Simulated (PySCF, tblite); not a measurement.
# C11H7FO: NMR shifts, part 2 of 2

tblite 0.8.0 and PySCF 2.14.0. Atoms count from 0. Earlier steps stand in the parts before.

## (5) NMR shifts: GIAO KT3/pcSseg-2

What the job is given:

```
{"job": {"kind": "nmr", "xc": "KT3", "basis": "pcSseg-2", "pop": false}, "charge": 0, "multiplicity": 1}
O      3.612420    -1.166096     0.840017
C      2.468939    -1.316206     0.556678
F      1.977724    -2.562789     0.469171
C      1.491209    -0.242277     0.254097
C      2.065208     1.016949     0.162370
C      1.302335     2.159455    -0.126906
C     -0.052393     2.032868    -0.318479
C     -0.691783     0.771924    -0.224931
C     -2.094256     0.673590    -0.416543
C     -2.737607    -0.535231    -0.322516
C     -1.990890    -1.695103    -0.028399
C     -0.628709    -1.638004     0.161584
C      0.075133    -0.406192     0.067304
H      3.142162     1.096778     0.320418
H      1.787947     3.134647    -0.197809
H     -0.664570     2.909758    -0.545212
H     -2.653096     1.586007    -0.639440
H     -3.817600    -0.601111    -0.471330
H     -2.499602    -2.658645     0.051212
H     -0.087571    -2.552040     0.388438
```

Method: GIAO KT3/pcSseg-2 NMR shielding, non-relativistic, gas phase.

The log of the run:

```text
nearly dependent basis: matrix products in double precision
start: PBE on a coarse grid of 17672 points
cycle   1  E = -597.7629870027  dE =  2.076e+00  |g| = 1.082e+00  |ddm| = 3.975e+00
cycle   2  E = -596.6159790965  dE =  1.147e+00  |g| = 2.600e+00  |ddm| = 7.729e+00
cycle   3  E = -597.9172295011  dE = -1.301e+00  |g| = 6.151e-01  |ddm| = 7.021e+00
cycle   4  E = -597.9911109958  dE = -7.388e-02  |g| = 1.746e-01  |ddm| = 7.733e-01
cycle   5  E = -597.9944706018  dE = -3.360e-03  |g| = 9.203e-02  |ddm| = 1.965e-01
cycle   6  E = -597.9962144649  dE = -1.744e-03  |g| = 2.590e-02  |ddm| = 9.800e-02
cycle   7  E = -597.9963513529  dE = -1.369e-04  |g| = 1.290e-02  |ddm| = 3.537e-02
cycle   8  E = -597.9963933056  dE = -4.195e-05  |g| = 3.955e-03  |ddm| = 1.448e-02
final grid: 168031 points
cycle   9  E = -607.8887990903  dE = -4.235e-02  |g| = 2.103e-01  |ddm| = 6.112e+00
cycle  10  E = -607.8654582088  dE =  2.334e-02  |g| = 4.231e-01  |ddm| = 7.483e-01
cycle  11  E = -607.8947134520  dE = -2.926e-02  |g| = 6.622e-02  |ddm| = 5.193e-01
cycle  12  E = -607.8955612249  dE = -8.478e-04  |g| = 1.975e-02  |ddm| = 7.657e-02
cycle  13  E = -607.8956286131  dE = -6.739e-05  |g| = 6.185e-03  |ddm| = 2.416e-02
cycle  14  E = -607.8956365533  dE = -7.940e-06  |g| = 2.713e-03  |ddm| = 9.361e-03
cycle  15  E = -607.8956385071  dE = -1.954e-06  |g| = 7.408e-04  |ddm| = 3.080e-03
cycle  16  E = -607.8956386609  dE = -1.539e-07  |g| = 3.385e-04  |ddm| = 1.316e-03
cycle  17  E = -607.8956386917  dE = -3.079e-08  |g| = 7.614e-05  |ddm| = 3.467e-04
converged SCF energy = -607.8956386917

GIAO shielding tensors (ppm)
atom      isotropic    diamagn.    paramagn.     s11        s22        s33       span
  0 O      -62.135     393.880    -456.015   -276.230   -155.907    245.733    521.963
  1 C       21.760     245.454    -223.694    -72.771     33.217    104.835    177.606
  2 F      136.690     477.789    -341.099    -48.108    210.898    247.280    295.388
  3 C       61.269     270.006    -208.738    -17.946     54.520    147.231    165.177
  4 C       46.314     259.886    -213.572    -56.366     29.174    166.134    222.500
  5 C       59.030     257.344    -198.314    -40.258     49.561    167.786    208.044
  6 C       46.424     261.236    -214.812    -49.097     38.864    149.504    198.601
  7 C       49.457     266.096    -216.639    -18.384    -17.443    184.197    202.581
  8 C       53.615     261.217    -207.602    -41.913     50.565    152.193    194.105
  9 C       57.185     256.850    -199.666    -44.709     47.409    168.854    213.562
 10 C       54.316     258.369    -204.053    -49.239     44.595    167.593    216.832
 11 C       56.008     260.794    -204.786    -36.583     38.749    165.857    202.440
 12 C       51.290     265.672    -214.381    -25.713     -1.385    180.969    206.682
 13 H       22.534      30.414      -7.880     17.723     22.143     27.737     10.014
 14 H       23.805      27.168      -3.363     19.666     24.667     27.082      7.415
 15 H       23.311      30.688      -7.377     18.926     23.011     27.995      9.069
 16 H       23.454      30.579      -7.125     18.832     23.495     28.036      9.204
 17 H       23.786      26.244      -2.458     19.796     24.531     27.030      7.233
 18 H       23.655      27.741      -4.086     19.468     24.145     27.352      7.884
 19 H       22.297      33.452     -11.155     15.422     21.852     29.616     14.193
```

It took 37 s on 2 threads of Arm Neoverse V1, shared host; peak memory 1.2 GiB.

## (6) NMR shifts: GIAO PBE0/pcSseg-1 in chloroform

Settings changed since step 5:

```diff
@@ -1,2 +1,2 @@
-{"job": {"kind": "nmr", "xc": "KT3", "basis": "pcSseg-2", "pop": false}, "charge": 0, "multiplicity": 1}
+{"job": {"kind": "nmr", "xc": "PBE0", "basis": "pcSseg-1", "pop": false, "solvent": "chloroform"}, "charge": 0, "multiplicity": 1}
 O      3.612420    -1.166096     0.840017
```

With the program's defaults for keys left out, this is: GIAO PBE0/pcSseg-1 NMR shielding, non-relativistic, IEF-PCM chloroform.

The log of the run:

```text
start: PBE on a coarse grid of 17672 points
cycle   1  E = -597.3892296385  dE =  2.080e+00  |g| = 1.019e+00  |ddm| = 4.980e+00
cycle   2  E = -596.4677100468  dE =  9.215e-01  |g| = 2.368e+00  |ddm| = 3.477e+00
cycle   3  E = -597.5454390348  dE = -1.078e+00  |g| = 5.011e-01  |ddm| = 2.876e+00
cycle   4  E = -597.5942050697  dE = -4.877e-02  |g| = 1.412e-01  |ddm| = 6.305e-01
cycle   5  E = -597.5964703426  dE = -2.265e-03  |g| = 6.950e-02  |ddm| = 1.610e-01
cycle   6  E = -597.5974335520  dE = -9.632e-04  |g| = 1.595e-02  |ddm| = 8.680e-02
cycle   7  E = -597.5974824066  dE = -4.885e-05  |g| = 6.508e-03  |ddm| = 2.004e-02
final grid: 168031 points
cycle   8  E = -597.7409912945  dE = -7.479e-03  |g| = 7.016e-02  |ddm| = 5.675e-01
cycle   9  E = -597.7396601215  dE =  1.331e-03  |g| = 1.114e-01  |ddm| = 1.504e-01
cycle  10  E = -597.7419890793  dE = -2.329e-03  |g| = 1.640e-02  |ddm| = 1.044e-01
cycle  11  E = -597.7420350366  dE = -4.596e-05  |g| = 5.181e-03  |ddm| = 1.895e-02
cycle  12  E = -597.7420382437  dE = -3.207e-06  |g| = 1.276e-03  |ddm| = 5.473e-03
cycle  13  E = -597.7420395483  dE = -1.305e-06  |g| = 3.169e-04  |ddm| = 1.671e-03
cycle  14  E = -597.7420401412  dE = -5.929e-07  |g| = 1.402e-04  |ddm| = 5.175e-04
cycle  15  E = -597.7420396243  dE =  5.169e-07  |g| = 3.140e-05  |ddm| = 1.999e-04
converged SCF energy = -597.7420396243

GIAO shielding tensors (ppm)
atom      isotropic    diamagn.    paramagn.     s11        s22        s33       span
  0 O      -73.503     401.539    -475.043   -302.983   -176.041    258.515    561.498
  1 C       17.114     246.233    -229.120    -88.095     37.336    102.100    190.195
  2 F      150.838     479.616    -328.778    -50.561    227.800    275.276    325.837
  3 C       60.585     259.741    -199.157    -25.607     55.055    152.306    177.913
  4 C       39.799     249.838    -210.040    -71.435     18.024    172.807    244.242
  5 C       54.140     255.096    -200.956    -52.358     38.318    176.460    228.818
  6 C       38.995     249.003    -210.008    -65.193     23.815    158.362    223.555
  7 C       47.264     256.328    -209.064    -25.675    -23.503    190.969    216.644
  8 C       48.235     248.717    -200.483    -55.251     39.356    160.598    215.849
  9 C       51.760     254.345    -202.585    -58.079     36.174    177.186    235.265
 10 C       48.501     253.617    -205.115    -62.881     32.517    175.868    238.749
 11 C       52.926     248.462    -195.536    -46.797     32.307    173.267    220.064
 12 C       49.115     249.617    -200.502    -33.343     -7.948    188.635    221.979
 13 H       22.212      31.660      -9.448     17.004     22.265     27.367     10.363
 14 H       23.230      29.169      -5.938     18.784     24.651     26.257      7.473
 15 H       22.725      31.484      -8.759     17.908     23.011     27.256      9.348
 16 H       22.938      31.145      -8.207     17.856     23.621     27.339      9.483
 17 H       23.266      28.711      -5.445     19.020     24.427     26.352      7.332
 18 H       23.160      28.999      -5.839     18.690     24.066     26.723      8.033
 19 H       22.068      31.705      -9.637     14.617     22.251     29.337     14.721
```

Wall time 15 s (2 threads of Arm Neoverse V1, shared host); peak memory 0.88 GiB.

## (7) What came out

This closing draws on all 2 parts.

| quantity | value |
| --- | --- |
| point group | C1 |
| rotational constants (main isotopes) | 1.33, 0.73, 0.47 GHz |
| 13C shifts against TMS (PBE0/pcSseg-2) | 169.9, 148.4, 147.9, 143.5, 141.9, 139.6, 138.9, 136.4, 135.7, 133.3, 130.4 ppm |
| 1H shifts against TMS (PBE0/pcSseg-2) | 9.39, 9.20, 8.42, 8.23, 8.02, 7.88, 7.85 ppm |
| 17O shifts against H2O (PBE0/pcSseg-2) | 419.2 ppm |
| 19F shifts against CFCl3 (PBE0/pcSseg-2) | 31.8 ppm |
| measured, and computed on the same scale | F2 δ 30.4, 31.8 ppm |

In words: The optimisation took 12 steps and gained 0.059 eV; among the close pairs (by a distance rule), C1–F2 changed most, from 1.367 to 1.343 Å (PBE0/def2-SVP). At PBE0/pcSseg-2: The widest tensor belongs to O0: span 597 ppm, with a paramagnetic part of -485 ppm. The one measured 19F shift is missed by +1.4 ppm (computed less measured, unscaled). Vibration, temperature and solvent are missing from the calculation, and it holds one conformer, so part of the miss against the measured shifts is not the functional's. NICS(1)zz of -27 ppm above the planar ring from C3 marks a diatropic (aromatic) ring current. NICS(1)zz of -30 ppm above the planar ring from C7 marks a diatropic (aromatic) ring current.
